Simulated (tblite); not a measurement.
# CH5FGeO: the cost of one run

Programs: tblite 0.8.0 and PySCF 2.14.0. All values are calculated, for the isolated system unless a continuum is named. Atoms count from 0, parts from 1.

## (1) The system as given

9 atoms, charge 0, multiplicity 1; geometry: rigid parts in contact. Parts: 1 = atoms 0–4, `[F][GeH3]`, charge 0; 2 = atoms 5–8, `C=O`, charge 0.

## (2) Search for minima with GFN2-xTB

The job: settings as JSON, then the geometry in Å.

```
{"job": {"kind": "dock", "xc": "GFN2-xTB", "basis": "xTB"}, "charge": 0, "multiplicity": 1, "parts": [{"atoms": "0-4", "charge": 0, "multiplicity": 1}, {"atoms": "5-8", "charge": 0, "multiplicity": 1}]}
Ge     0.064251    -0.118859     0.033175
F     -0.735987     1.363955    -0.378780
H      1.485962     0.295764     0.224071
H     -0.633872    -0.554651     1.278947
H     -0.180354    -0.986210    -1.157413
C     -3.552293     1.111452    -0.586569
O     -3.634111    -0.063293    -0.401247
H     -3.977504     1.607181    -1.475351
H     -3.044702     1.793845     0.115812
```

Level: GFN2-xTB search for minima from random contacts, gas phase.

The run is started by

```sh
OMP_NUM_THREADS=1 python cluster_run.py task.json out
```

The driver reads the jobs from task.json and runs them one after another.

**Question.** How long does this first job take on 1 thread of Arm Neoverse V2, shared host?

About 11 s.
